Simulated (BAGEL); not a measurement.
# BH3O3 (boric acid) at B3LYP/def2-SVPD (density fitting with qzvpp-jkfit)

Aim: the energy change on altering one bond length of BH3O3 (boric acid) at B3LYP/def2-SVPD (density fitting with qzvpp-jkfit), from 2 runs. 

The calculation is run with BAGEL 1.2.2.

4 further runs of the same task are left out: 4 set aside as unsound or not needed. Runs told in other sessions of the task aren't counted.

## 1. Starting point

BH3O3 has 7 atoms, charge 0, and is taken as a singlet. As SMILES, `OB(O)O`. Geometry: relaxed at PBE0-D4/def2-TZVP. This is a higher conformer, about 20 kJ/mol above the lowest found by a separate search.

Bond lengths: O1–B2 1.367 Å, B2–O3 1.360 Å, B2–O4 1.376 Å, O1–H5 0.957 Å, O3–H6 0.959 Å, O4–H7 0.957 Å. Angles: O1–B2–O3 116.5°, O1–B2–O4 125.2°, O3–B2–O4 118.3°, B2–O1–H5 115.3°, B2–O3–H6 111.6°, B2–O4–H7 115.8°.

## 2. The energy at B3LYP/def2-SVPD (density fitting with qzvpp-jkfit)

Input file input.json:

```json
{ "bagel": [

{
  "title": "molecule",
  "basis": "def2-svpd.json",
  "df_basis": "qzvpp-jkfit",
  "angstrom": true,
  "geometry": [
    { "atom": "O", "xyz": [      -1.109700,       0.802600,       0.321900 ] },
    { "atom": "B", "xyz": [      -0.012200,      -0.006800,       0.228700 ] },
    { "atom": "O", "xyz": [       0.501200,      -0.469300,       1.400100 ] },
    { "atom": "O", "xyz": [       0.600700,      -0.381300,      -0.945400 ] },
    { "atom": "H", "xyz": [      -1.457400,       1.118600,      -0.511500 ] },
    { "atom": "H", "xyz": [       1.266800,      -1.028200,       1.254500 ] },
    { "atom": "H", "xyz": [       0.210500,      -0.035700,      -1.748300 ] }
  ]
},

{ "title": "ks", "xc_func": "b3lyp" },

{ "title": "print", "file": "orbitals.molden", "orbitals": true }

]}
```

The basis set def2-SVPD is read from a file made from the Basis Set Exchange's data (not shown).

Run with:

```
BAGEL_NUM_THREADS=1 BAGEL input.json > input.out
```

The log of the run:

```text
* using 1 threads per process

  ===============================================================
  ===============================================================

  *** Geometry ***

  { "atom" : "O", "xyz" : [     -2.097029,      1.516694,      0.608303 ] },
  { "atom" : "B", "xyz" : [     -0.023055,     -0.012850,      0.432180 ] },
  { "atom" : "O", "xyz" : [      0.947131,     -0.886848,      2.645806 ] },
  { "atom" : "O", "xyz" : [      1.135158,     -0.720553,     -1.786547 ] },
  { "atom" : "H", "xyz" : [     -2.754087,      2.113848,     -0.966595 ] },
  { "atom" : "H", "xyz" : [      2.393905,     -1.943016,      2.370661 ] },
  { "atom" : "H", "xyz" : [      0.397787,     -0.067463,     -3.303808 ] },

  Number of auxiliary basis functions:      360

  Since a DF basis is specified, we compute 2- and 3-index integrals:
    o Being stored without compression. Storage requirement is 0.037 GB

  Number of basis functions:      113
  Number of electrons      :       32

    * METHOD: MOLECULE                             0.34

  *** Kohn-Sham DFT ***

    * Removing 12475 points whose weight is below 1.00e-10
    * Grid points: 91867

  === Nuclear Repulsion ===
   116.2296344745

       - DIIS with orbital gradients will be used.

  === KS iteration (b3lyp / def2-svpd.json) ===
      0       -231.28809451          0.10990092           0.53
      1       -217.94096141          0.20824723           0.53
      2       -239.13688432          0.11055905           0.47
      3       -250.04615538          0.06492335           0.53
      4       -252.15104775          0.02104032           0.48
      5       -252.29337841          0.00931082           0.48
      6       -252.30959647          0.00703491           0.54
      7       -252.32701632          0.00283184           0.46
      8       -252.33054006          0.00047354           0.46
      9       -252.33054461          0.00045346           0.46
     10       -252.33063273          0.00004854           0.51
     11       -252.33063343          0.00002048           0.46
     12       -252.33063362          0.00000124           0.46
     13       -252.33063362          0.00000079           0.46
     14       -252.33063362          0.00000020           0.48
     15       -252.33063362          0.00000004           0.46
     16       -252.33063362          0.00000002           0.46
     17       -252.33063362          0.00000000           0.46
    * SCF iteration converged.

    * Permanent dipole moment:
           (   -0.000455,    -0.080415,     1.167678) a.u.

    * METHOD: KS                                   9.53

    * METHOD: PRINT                                0.03

  ===============================================================
```

It took 11 s on 1 thread of Intel Xeon Platinum 8259CL at 2.50GHz (Skylake/Cascade Lake), shared host; peak memory 0.48 GiB.

## 3. The distorted shape

Input file calc.json:

```json
{ "bagel": [

{
  "title": "molecule",
  "basis": "def2-svpd.json",
  "df_basis": "qzvpp-jkfit",
  "angstrom": "true",
  "geometry": [
    { "atom": "O", "xyz": [   -1.845169,    1.251993,    1.730799 ] },
    { "atom": "B", "xyz": [   -0.747669,    0.442593,    1.637599 ] },
    { "atom": "O", "xyz": [   -0.234269,   -0.019907,    2.808999 ] },
    { "atom": "O", "xyz": [    0.600700,   -0.381300,   -0.945400 ] },
    { "atom": "H", "xyz": [   -2.192869,    1.567993,    0.897399 ] },
    { "atom": "H", "xyz": [    0.531331,   -0.578807,    2.663399 ] },
    { "atom": "H", "xyz": [    0.210500,   -0.035700,   -1.748300 ] }
  ]
},
{ "title": "ks", "xc_func": "b3lyp" },
{ "title": "print", "file": "orbitals.molden", "orbitals": "true" }

]}
```

The basis set def2-SVPD is read from a file made from the Basis Set Exchange's data (not shown).

Run with:

```
BAGEL_NUM_THREADS=1 BAGEL calc.json > calc.out
```

The log of the run:

```text
* using 1 threads per process

  ===============================================================
  ===============================================================

  *** Geometry ***

  { "atom" : "O", "xyz" : [     -3.486864,      2.365924,      3.270736 ] },
  { "atom" : "B", "xyz" : [     -1.412890,      0.836380,      3.094614 ] },
  { "atom" : "O", "xyz" : [     -0.442704,     -0.037619,      5.308239 ] },
  { "atom" : "O", "xyz" : [      1.135158,     -0.720553,     -1.786547 ] },
  { "atom" : "H", "xyz" : [     -4.143922,      2.963077,      1.695838 ] },
  { "atom" : "H", "xyz" : [      1.004070,     -1.093787,      5.033095 ] },
  { "atom" : "H", "xyz" : [      0.397787,     -0.067463,     -3.303808 ] },

  Number of auxiliary basis functions:      360

  Since a DF basis is specified, we compute 2- and 3-index integrals:
    o Being stored without compression. Storage requirement is 0.037 GB

  Number of basis functions:      113
  Number of electrons      :       32

    * METHOD: MOLECULE                             0.24

  *** Kohn-Sham DFT ***

    * Removing 10531 points whose weight is below 1.00e-10
    * Grid points: 93811

  === Nuclear Repulsion ===
    93.9097243075

       - DIIS with orbital gradients will be used.

  === KS iteration (b3lyp / def2-svpd.json) ===
      0       -225.63073484          0.09724854           0.64
      1       -172.59592376          0.10870716           0.65
      2       -205.57762559          0.12890669           0.50
      3       -225.08133374          0.09001966           0.65
      4       -248.79848622          0.06197719           0.47
      5       -229.39381904          0.08134344           0.51
      6       -240.94871254          0.07166492           0.49
      7       -242.72942842          0.12299198           0.47
      8       -251.75285539          0.02569494           0.47
      9       -251.75315416          0.02221962           0.48
     10       -251.79978650          0.02002809           0.47
     11       -251.90130266          0.01763364           0.47
     12       -249.68091364          0.06221124           0.47
     13       -251.82912106          0.02238048           0.48
     14       -252.02543848          0.01278776           0.47
     15       -252.09941240          0.00473883           0.48
     16       -252.10799435          0.00210272           0.51
     17       -252.10985102          0.00113859           0.49
     18       -252.11038352          0.00029740           0.47
     19       -252.11042954          0.00004449           0.47
     20       -252.11043052          0.00000864           0.47
     21       -252.11043049          0.00001089           0.47
     22       -252.11043056          0.00000225           0.49
     23       -252.11043056          0.00000032           0.47
     24       -252.11043056          0.00000026           0.47
     25       -252.11043056          0.00000004           0.48
     26       -252.11043056          0.00000002           0.50
     27       -252.11043056          0.00000000           0.48
    * SCF iteration converged.

    * Permanent dipole moment:
           (    0.884381,    -0.600131,    -0.830735) a.u.

    * METHOD: KS                                  14.78

    * METHOD: PRINT                                0.03

  ===============================================================
```

Run time: 16 s. Hardware: 1 thread of Intel Xeon Platinum 8259CL at 2.50GHz (Skylake/Cascade Lake), shared host; peak memory 0.49 GiB.

## 4. Outcome

Level: B3LYP/def2-SVPD (density fitting with qzvpp-jkfit).

```
                                                         quantity          value
                                        first shape: total energy  -252.33063 Eh
                                       first shape: dipole moment         2.97 D
                                         first shape: HOMO energy       -9.06 eV
                                         first shape: LUMO energy       -0.79 eV
                                       first shape: HOMO–LUMO gap        8.27 eV
                                    distorted shape: total energy  -252.11043 Eh
                                   distorted shape: dipole moment         3.44 D
                                     distorted shape: HOMO energy       -6.69 eV
                                     distorted shape: LUMO energy       -4.26 eV
                                   distorted shape: HOMO–LUMO gap        2.43 eV
energy change with the B2–O4 bond stretched from 1.376 to 3.028 Å       5.992 eV
```

What this shows: With the B2–O4 bond stretched from 1.376 to 3.028 Å the energy rises by 5.99 eV (138 kcal/mol). The first shape isn't relaxed at this level, so the change isn't measured from a minimum. A restricted reference can't describe the breaking bond well at this length.
